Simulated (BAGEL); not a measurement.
# A workflow on singlet C2H3ClNSi+

We compute a single-point energy (singlet C2H3ClNSi+, HF/6-31G*), then a single-point energy (doublet C2H3ClNSi, NEVPT2(3,2)/6-31G*), then the energy (doublet C2H3ClNSi, CASPT2(3,2)/6-31G*) of C2H3ClNSi. 

The results are computed with BAGEL 1.2.2.

## 1. The structure to begin with

The species is C2H3ClNSi+ (8 atoms), meant as a singlet with charge +1. SMILES of the parent species: `C[Si](Cl)C#N`. The C1–H6 distance was set to 2.515 Å, away from the relaxed value. That shape belongs to the parent species and isn't relaxed for this state. At this shape a bond of the SMILES string is far longer than usual.

Bond lengths: C1–Si2 1.857 Å, Si2–Cl3 2.045 Å, Si2–C4 1.842 Å, C4–N5 1.154 Å, C1–H7 1.091 Å, C1–H8 1.092 Å. Angles: C1–Si2–Cl3 112.0°, C1–Si2–C4 109.8°, Cl3–Si2–C4 107.5°, Si2–C4–N5 174.6°, Si2–C1–H7 110.5°, Si2–C1–H8 109.7°, H7–C1–H8 109.0°.

## 2. The energy at HF/6-31G(d) (density fitting with svp-jkfit, spherical functions) (run 1)

input.json

```json
{ "bagel": [

{
  "title": "molecule",
  "basis": "6-31gs.json",
  "df_basis": "svp-jkfit",
  "angstrom": false,
  "geometry": [
    { "atom": "C", "xyz": [    -1.61437791,     1.29621039,     2.79518462 ] },
    { "atom": "Si", "xyz": [     0.86059639,     3.55065366,     1.74222922 ] },
    { "atom": "Cl", "xyz": [     4.42159630,     2.15036660,     2.28533651 ] },
    { "atom": "C", "xyz": [     0.49569028,     4.19523924,    -1.65889986 ] },
    { "atom": "N", "xyz": [     0.18577520,     4.77935358,    -3.73740962 ] },
    { "atom": "H", "xyz": [    -1.13496951,    -2.81852651,     0.46638441 ] },
    { "atom": "H", "xyz": [    -1.45394016,     0.94283161,     4.81983719 ] },
    { "atom": "H", "xyz": [    -3.48293910,     2.07628934,     2.39607446 ] }
  ]
},

{ "title": "hf", "charge": 1 },

{ "title": "print", "file": "orbitals.molden", "orbitals": true }

]}
```

The basis set 6-31G* is read from a file made from the Basis Set Exchange's data (not shown).

The run is started by

```bash
$ BAGEL_NUM_THREADS=1 BAGEL input.json > input.out
```

Log:

```text
* using 1 threads per process

  ===============================================================
  ===============================================================

  *** Geometry ***

  { "atom" : "C", "xyz" : [     -1.614378,      1.296210,      2.795185 ] },
  { "atom" : "Si", "xyz" : [      0.860596,      3.550654,      1.742229 ] },
  { "atom" : "Cl", "xyz" : [      4.421596,      2.150367,      2.285337 ] },
  { "atom" : "C", "xyz" : [      0.495690,      4.195239,     -1.658900 ] },
  { "atom" : "N", "xyz" : [      0.185775,      4.779354,     -3.737410 ] },
  { "atom" : "H", "xyz" : [     -1.134970,     -2.818527,      0.466384 ] },
  { "atom" : "H", "xyz" : [     -1.453940,      0.942832,      4.819837 ] },
  { "atom" : "H", "xyz" : [     -3.482939,      2.076289,      2.396074 ] },

  Number of auxiliary basis functions:      537

  Since a DF basis is specified, we compute 2- and 3-index integrals:
    o Being stored without compression. Storage requirement is 0.030 GB

  Number of basis functions:       84
  Number of electrons      :       53

    * METHOD: MOLECULE                             0.22

  *** RHF ***

  === Nuclear Repulsion ===
   234.9680624546

      * DIIS with orbital gradients will be used.

  === RHF iteration (6-31gs.json) ===
      0       -879.51508096          0.02241212           0.06
      1       -879.60276343          0.02194007           0.06
      2       -879.81133879          0.00237769           0.06
      3       -879.81617824          0.00108521           0.06
      4       -879.81714598          0.00028776           0.06
      5       -879.81723294          0.00010336           0.06
      6       -879.81724741          0.00005077           0.06
      7       -879.81725216          0.00002003           0.06
      8       -879.81725291          0.00001131           0.06
      9       -879.81725315          0.00000605           0.07
     10       -879.81725321          0.00000289           0.06
     11       -879.81725322          0.00000163           0.06
     12       -879.81725323          0.00000093           0.06
     13       -879.81725323          0.00000044           0.06
     14       -879.81725323          0.00000021           0.06
     15       -879.81725323          0.00000012           0.06
     16       -879.81725323          0.00000005           0.06
     17       -879.81725323          0.00000003           0.06
     18       -879.81725323          0.00000002           0.06
     19       -879.81725323          0.00000001           0.07
    * SCF iteration converged.

    * Permanent dipole moment:
           (    1.615059,     1.007924,    -1.630827) a.u.

    * METHOD: HF                                   1.38

    * METHOD: PRINT                                0.01

  ===============================================================
```

Run time: 1.9 s. Hardware: 1 thread of Intel Xeon 6975P-C (Granite Rapids), shared host; peak memory 0.15 GiB.

## 3. Doublet neutral C2H3ClNSi: a single-point energy at NEVPT2(3,2)/6-31G(d) (density fitting with svp-jkfit, spherical functions) (run 2)

input.json

```json
{ "bagel": [

{
  "title": "molecule",
  "basis": "6-31gs.json",
  "df_basis": "svp-jkfit",
  "angstrom": false,
  "geometry": [
    { "atom": "C", "xyz": [ -1.61437791,  1.29621039,  2.79518462 ] },
    { "atom": "Si", "xyz": [  0.86059639,  3.55065366,  1.74222922 ] },
    { "atom": "Cl", "xyz": [  4.42159630,  2.15036660,  2.28533651 ] },
    { "atom": "C", "xyz": [  0.49569028,  4.19523924, -1.65889986 ] },
    { "atom": "N", "xyz": [  0.18577520,  4.77935358, -3.73740962 ] },
    { "atom": "H", "xyz": [ -1.13496951, -2.81852651,  0.46638441 ] },
    { "atom": "H", "xyz": [ -1.45394016,  0.94283161,  4.81983719 ] },
    { "atom": "H", "xyz": [ -3.48293910,  2.07628934,  2.39607446 ] }
  ]
},
{
  "title": "hf",
  "charge": 1
},
{
  "title": "casscf",
  "nstate": 1,
  "nact": 2,
  "nclosed": 25,
  "nspin": 1,
  "active": [26, 27],
  "maxiter": 200,
  "natocc": true
},
{
  "title": "nevpt2",
  "nstate": 1,
  "nact": 2,
  "nclosed": 25,
  "nspin": 1,
  "active": [26, 27],
  "maxiter": 200,
  "natocc": true,
  "ncore": 13
},
{
  "title": "print",
  "file": "orbitals.molden",
  "orbitals": true
}

]}
```

The basis set 6-31G* is read from a file made from the Basis Set Exchange's data (not shown).

The run is started by

```bash
$ BAGEL_NUM_THREADS=1 BAGEL input.json > input.out
```

Log:

```text
* using 1 threads per process

  ===============================================================
  ===============================================================

  *** Geometry ***

  { "atom" : "C", "xyz" : [     -1.614378,      1.296210,      2.795185 ] },
  { "atom" : "Si", "xyz" : [      0.860596,      3.550654,      1.742229 ] },
  { "atom" : "Cl", "xyz" : [      4.421596,      2.150367,      2.285337 ] },
  { "atom" : "C", "xyz" : [      0.495690,      4.195239,     -1.658900 ] },
  { "atom" : "N", "xyz" : [      0.185775,      4.779354,     -3.737410 ] },
  { "atom" : "H", "xyz" : [     -1.134970,     -2.818527,      0.466384 ] },
  { "atom" : "H", "xyz" : [     -1.453940,      0.942832,      4.819837 ] },
  { "atom" : "H", "xyz" : [     -3.482939,      2.076289,      2.396074 ] },

  Number of auxiliary basis functions:      537

  Since a DF basis is specified, we compute 2- and 3-index integrals:
    o Being stored without compression. Storage requirement is 0.030 GB

  Number of basis functions:       84
  Number of electrons      :       53

    * METHOD: MOLECULE                             0.22

  *** RHF ***

  === Nuclear Repulsion ===
   234.9680624546

      * DIIS with orbital gradients will be used.

  === RHF iteration (6-31gs.json) ===
      0       -879.51508096          0.02241212           0.07
      1       -879.60276343          0.02194007           0.06
      2       -879.81133879          0.00237769           0.06
      3       -879.81617824          0.00108521           0.06
      4       -879.81714598          0.00028776           0.06
      5       -879.81723294          0.00010336           0.06
      6       -879.81724741          0.00005077           0.06
      7       -879.81725216          0.00002003           0.06
      8       -879.81725291          0.00001131           0.06
      9       -879.81725315          0.00000605           0.07
     10       -879.81725321          0.00000289           0.06
     11       -879.81725322          0.00000163           0.06
     12       -879.81725323          0.00000093           0.07
     13       -879.81725323          0.00000044           0.06
     14       -879.81725323          0.00000021           0.06
     15       -879.81725323          0.00000012           0.06
     16       -879.81725323          0.00000005           0.06
     17       -879.81725323          0.00000003           0.06
     18       -879.81725323          0.00000002           0.06
     19       -879.81725323          0.00000001           0.06
    * SCF iteration converged.

    * Permanent dipole moment:
           (    1.615059,     1.007924,    -1.630827) a.u.

    * METHOD: HF                                   1.44

  ---------------------------
      CASSCF calculation
  ---------------------------

    ==== Active orbitals : =====
         Orbital 26
         Orbital 27
    ============================

    * nstate   :      1
    * nclosed  :     25
    * nact     :      2
    * nvirt    :     57
  === CASSCF iteration (6-31gs.json) ===

    * Using the second-order algorithm

      0  0      -880.13574933     1.09e-02      0.02

      1  0      -880.18423611     2.94e-03      0.39

      2  0      -880.18789126     3.03e-04      0.36

      3  0      -880.18789748     2.01e-03      0.32

      4  0      -880.18791061     1.86e-04      1.23

      5  0      -880.18779416     6.91e-03      0.41

  ERROR: EXCEPTION RAISED:  max size reached in AugHess
```

Wall time 7.2 s (1 thread of Intel Xeon 6975P-C (Granite Rapids), shared host); peak memory 0.15 GiB.

The iterations ended before the threshold was met.

## 4. Doublet neutral C2H3ClNSi: a single-point energy at CASPT2(3,2)/6-31G(d) (density fitting with svp-jkfit, spherical functions) (run 3)

job.json

```json
{ "bagel": [

{
  "title": "molecule",
  "basis": "6-31gs.json",
  "df_basis": "svp-jkfit",
  "geometry": [
    { "atom": "C", "xyz": [ -1.61437791,  1.29621039,  2.79518462 ] },
    { "atom": "Si", "xyz": [  0.86059639,  3.55065366,  1.74222922 ] },
    { "atom": "Cl", "xyz": [  4.42159630,  2.15036660,  2.28533651 ] },
    { "atom": "C", "xyz": [  0.49569028,  4.19523924, -1.65889986 ] },
    { "atom": "N", "xyz": [  0.18577520,  4.77935358, -3.73740962 ] },
    { "atom": "H", "xyz": [ -1.13496951, -2.81852651,  0.46638441 ] },
    { "atom": "H", "xyz": [ -1.45394016,  0.94283161,  4.81983719 ] },
    { "atom": "H", "xyz": [ -3.48293910,  2.07628934,  2.39607446 ] }
  ]
},
{ "title": "hf", "charge": 1 },
{ "title": "casscf", "nstate": 1, "nact": 2, "nclosed": 25, "nspin": 1, "active": [26, 27], "maxiter": 200, "natocc": true },
{ "title": "print", "file": "orbitals.molden", "orbitals": true },
{ "title": "smith", "method": "caspt2", "ms": true, "xms": true, "sssr": true, "shift": 0.2, "shift_imag": true, "ncore": 13 }

]}
```

The basis set 6-31G* is read from a file made from the Basis Set Exchange's data (not shown).

The run is started by

```bash
$ BAGEL_NUM_THREADS=1 BAGEL job.json > job.out
```

Log:

```text
* using 1 threads per process

  ===============================================================
  ===============================================================

  *** Geometry ***

  { "atom" : "C", "xyz" : [     -1.614378,      1.296210,      2.795185 ] },
  { "atom" : "Si", "xyz" : [      0.860596,      3.550654,      1.742229 ] },
  { "atom" : "Cl", "xyz" : [      4.421596,      2.150367,      2.285337 ] },
  { "atom" : "C", "xyz" : [      0.495690,      4.195239,     -1.658900 ] },
  { "atom" : "N", "xyz" : [      0.185775,      4.779354,     -3.737410 ] },
  { "atom" : "H", "xyz" : [     -1.134970,     -2.818527,      0.466384 ] },
  { "atom" : "H", "xyz" : [     -1.453940,      0.942832,      4.819837 ] },
  { "atom" : "H", "xyz" : [     -3.482939,      2.076289,      2.396074 ] },

  Number of auxiliary basis functions:      537

  Since a DF basis is specified, we compute 2- and 3-index integrals:
    o Being stored without compression. Storage requirement is 0.030 GB

  Number of basis functions:       84
  Number of electrons      :       53

    * METHOD: MOLECULE                             0.27

  *** RHF ***

  === Nuclear Repulsion ===
   234.9680624546

      * DIIS with orbital gradients will be used.

  === RHF iteration (6-31gs.json) ===
      0       -879.51508096          0.02241212           0.09
      1       -879.60276343          0.02194007           0.10
      2       -879.81133879          0.00237769           0.10
      3       -879.81617824          0.00108521           0.10
      4       -879.81714598          0.00028776           0.08
      5       -879.81723294          0.00010336           0.07
      6       -879.81724741          0.00005077           0.06
      7       -879.81725216          0.00002003           0.06
      8       -879.81725291          0.00001131           0.06
      9       -879.81725315          0.00000605           0.06
     10       -879.81725321          0.00000289           0.06
     11       -879.81725322          0.00000163           0.06
     12       -879.81725323          0.00000093           0.06
     13       -879.81725323          0.00000044           0.06
     14       -879.81725323          0.00000021           0.06
     15       -879.81725323          0.00000012           0.07
     16       -879.81725323          0.00000005           0.06
     17       -879.81725323          0.00000003           0.06
     18       -879.81725323          0.00000002           0.07
     19       -879.81725323          0.00000001           0.08
    * SCF iteration converged.

    * Permanent dipole moment:
           (    1.615059,     1.007924,    -1.630827) a.u.

    * METHOD: HF                                   1.60

  ---------------------------
      CASSCF calculation
  ---------------------------

    ==== Active orbitals : =====
         Orbital 26
         Orbital 27
    ============================

    * nstate   :      1
    * nclosed  :     25
    * nact     :      2
    * nvirt    :     57
  === CASSCF iteration (6-31gs.json) ===

    * Using the second-order algorithm

      0  0      -880.13574933     1.09e-02      0.03

      1  0      -880.18423611     2.94e-03      0.53

      2  0      -880.18789126     3.03e-04      0.37

      3  0      -880.18789748     2.01e-03      0.34

      4  0      -880.18791061     1.86e-04      1.34

      5  0      -880.18779416     6.91e-03      0.44

  ERROR: EXCEPTION RAISED:  max size reached in AugHess
```

It took 7.8 s on 1 thread of Intel Xeon 6975P-C (Granite Rapids), shared host; peak memory 0.15 GiB.

No converged result was reached.

## 5. What came out

| quantity | value |
| --- | --- |
| run 1, HF/6-31G*: total energy | -879.81725 Eh |
| run 1, HF/6-31G*: HOMO energy | -15.46 eV |
| run 1, HF/6-31G*: LUMO energy | -8.30 eV |
| run 1, HF/6-31G*: HOMO–LUMO gap | 7.16 eV |
| doublet neutral C2H3ClNSi, run 2 | no result (not converged) |
| doublet neutral C2H3ClNSi, run 3 | no result (not converged) |

In words: 2 of the 3 runs did not end normally.
